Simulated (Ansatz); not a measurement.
**C₅H₁₄AlNO: how energies converge with the basis set**

How large a basis does C₅H₁₄AlNO need? Two functionals are run in growing sets.

Method: one geometry, several basis sets; program: Ansatz 0.2.0, Gaussian basis.

Plan: PBE0-D4/def2-SVP; ωB97M-V/def2-SVP; PBE0-D4/def2-QZVPP; ωB97M-V/def2-QZVPP; the functionals' def2-TZVPP values are taken from earlier runs.

**1. The relaxed structure**

The geometry comes from an earlier relaxation with PBE0-D4 in a triple-zeta def2 set; it is a stationary point, not always the lowest conformer.

SMILES `C[CH](C)[Al]([OH])[N](C)C`, 22 atoms, charge 0, spin multiplicity 1.

Atoms are counted from 1 here; the program's logs count them from 0.

Bond lengths: C1–C2 1.525 Å, C1–H9 1.097 Å, C1–H10 1.093 Å, C1–H11 1.095 Å, C2–C3 1.533 Å, C2–Al4 1.964 Å, C2–H12 1.101 Å, C3–H13 1.097 Å, C3–H14 1.095 Å, C3–H15 1.093 Å, Al4–O5 1.703 Å, Al4–N6 1.780 Å, O5–H16 0.954 Å, N6–C7 1.442 Å, N6–C8 1.442 Å, C7–H17 1.100 Å, C7–H18 1.100 Å, C7–H19 1.091 Å and more. Angles: C2–C1–H9 110.9°, C2–C1–H10 112.6°, C2–C1–H11 111.7°, H9–C1–H10 107.2°, H9–C1–H11 106.7°, H10–C1–H11 107.5°, C1–C2–C3 110.8°, C1–C2–Al4 118.4°, C1–C2–H12 107.6°, C3–C2–Al4 109.5°, C3–C2–H12 106.8°, Al4–C2–H12 102.9°, C2–C3–H13 111.1°, C2–C3–H14 111.5°, C2–C3–H15 112.2°, H13–C3–H14 106.8°, H13–C3–H15 107.7°, H14–C3–H15 107.5° and more.

**2. PBE0-D4 in def2-SVP**

The input, in.yaml:

```yaml
crystal:
  periodic: [false, false, false]
  atoms:
    - {symbol: C, position_ang: [-0.824499, -2.190677, 0.327712]}
    - {symbol: C, position_ang: [-1.525818, -0.883642, -0.025787]}
    - {symbol: C, position_ang: [-2.557985, -0.512643, 1.044651]}
    - {symbol: Al, position_ang: [-0.420316, 0.685773, -0.440545]}
    - {symbol: O, position_ang: [-1.326995, 2.052565, -0.899325]}
    - {symbol: N, position_ang: [1.355196, 0.802272, -0.380966]}
    - {symbol: C, position_ang: [2.240086, -0.262098, 0.023409]}
    - {symbol: C, position_ang: [2.086372, 1.993987, -0.731870]}
    - {symbol: H, position_ang: [-1.552450, -2.997284, 0.479634]}
    - {symbol: H, position_ang: [-0.133175, -2.520779, -0.452384]}
    - {symbol: H, position_ang: [-0.253350, -2.104268, 1.257616]}
    - {symbol: H, position_ang: [-2.082460, -1.047293, -0.961077]}
    - {symbol: H, position_ang: [-3.288552, -1.319038, 1.183951]}
    - {symbol: H, position_ang: [-2.083608, -0.344547, 2.017477]}
    - {symbol: H, position_ang: [-3.110548, 0.394443, 0.787478]}
    - {symbol: H, position_ang: [-0.977177, 2.912619, -1.118086]}
    - {symbol: H, position_ang: [2.845612, 0.023754, 0.896577]}
    - {symbol: H, position_ang: [2.942652, -0.533197, -0.778964]}
    - {symbol: H, position_ang: [1.680666, -1.159922, 0.289819]}
    - {symbol: H, position_ang: [2.681487, 2.371318, 0.113179]}
    - {symbol: H, position_ang: [2.784737, 1.813375, -1.562713]}
    - {symbol: H, position_ang: [1.410824, 2.795283, -1.041187]}
basis:
  gaussian: {orbitals: def2-SVP}
hamiltonian: {xc: pbe0, dispersion: d4}
output: {orbitals: {seedname: orbitals}}
```

After this run come: ωB97M-V in def2-SVP; PBE0-D4 in def2-QZVPP; ωB97M-V in def2-QZVPP.

**Question.** What will the summary of the whole plan be? Wanted: PBE0-D4: double and triple zeta above quadruple; ωB97M-V: double and triple zeta above quadruple.

**Answer**, as computed:

| quantity | value |
| --- | --- |
| PBE0-D4: double and triple zeta above quadruple | 13.24, 0.74 eV |
| ωB97M-V: double and triple zeta above quadruple | 13.70, 0.72 eV |

**Reading.** PBE0-D4 gains 12.50 eV from double to triple zeta, then 0.74 eV more. Total energies overstate the basis error of differences, where much of it tends to cancel. The LUMO of ωB97M-V is positive and keeps falling with the basis (2.07 to 1.01 eV): an unbound level that the basis holds in place.
